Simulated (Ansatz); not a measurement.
# F3H5OSiTi: the cost of one run

Method: RKS B3LYP-D4/def2-SVP, in Ansatz 0.2.0.

## 1. The starting structure

Bond lengths: Ti1–F2 2.180 Å, Ti1–O3 1.920 Å, Ti1–Si4 3.195 Å, O3–Si4 1.680 Å, Si4–H5 1.460 Å, Si4–H6 1.460 Å, Si4–H7 1.460 Å, Ti1–F8 1.829 Å, Ti1–F9 1.829 Å, Ti1–H10 2.000 Å, Ti1–H11 2.139 Å. Angles (14 of 32 angles, heavy atoms first): F2–Ti1–O3 109.5°, F2–Ti1–Si4 107.6°, F2–Ti1–F8 109.5°, F2–Ti1–F9 109.5°, O3–Ti1–Si4 25.5°, O3–Ti1–F8 109.5°, O3–Ti1–F9 109.5°, Si4–Ti1–F8 130.7°, Si4–Ti1–F9 87.0°, F8–Ti1–F9 109.5°, Ti1–O3–Si4 125.0°, Ti1–Si4–O3 29.5°, F2–Ti1–H10 71.6°, F2–Ti1–H11 40.9°.

Structure file:

```xyz
11

Ti    0.0000    0.0000    0.0000
F     0.0000    0.0000    2.1800
O     1.8106    0.0000   -0.6394
Si    2.7169   -1.3762   -0.9666
H     1.8861   -2.3521   -1.6657
H     3.8581   -1.0202   -1.8048
H     3.1955   -1.9538    0.2860
F    -0.8619    1.4933   -0.6094
F    -0.8619   -1.4933   -0.6094
H    -1.8980    0.0000    0.6306
H    -1.3995    0.0000    1.6182
```

## 2. A restrained relaxation towards end A

Springs on the bonds that form and break draw the guess towards this end; the thresholds are loose.

input.yaml reads:

```yaml
crystal:
  periodic: [false, false, false]
  atoms:
    - { symbol: Ti, position_ang: [0.0, 0.0, 0.0] }
    - { symbol: F, position_ang: [0.0, 0.0, 2.18] }
    - { symbol: O, position_ang: [1.8106, 0.0, -0.6394] }
    - { symbol: Si, position_ang: [2.7169, -1.3762, -0.9666] }
    - { symbol: H, position_ang: [1.8861, -2.3521, -1.6657] }
    - { symbol: H, position_ang: [3.8581, -1.0202, -1.8048] }
    - { symbol: H, position_ang: [3.1955, -1.9538, 0.286] }
    - { symbol: F, position_ang: [-0.8619, 1.4933, -0.6094] }
    - { symbol: F, position_ang: [-0.8619, -1.4933, -0.6094] }
    - { symbol: H, position_ang: [-1.898, 0.0, 0.6306] }
    - { symbol: H, position_ang: [-1.3995, 0.0, 1.6182] }
basis:
  gaussian: { orbitals: def2-SVP }
hamiltonian:
  xc: b3lyp
  dispersion: d4
relax:
  f_tol: 0.15
  max_steps: 25
  restrain:
    - { distance: [0, 9], at: 2.9, k: 30.0 }
    - { distance: [10, 1], at: 2.12, k: 30.0 }
    - { distance: [0, 1], at: 1.83, k: 30.0 }
    - { distance: [10, 9], at: 0.66, k: 30.0 }
```

On the command line:

```
> ansatz run input.yaml --threads 4 --pin off --max-ram 5120MiB --backend cpu --events-out ev --progress --plain --runs-dir out
```

**Question.** How long does this run take on 4 threads of Arm Neoverse V2, shared host, and how much memory does it need?

About 31 s, with a peak of 0.36 GiB.
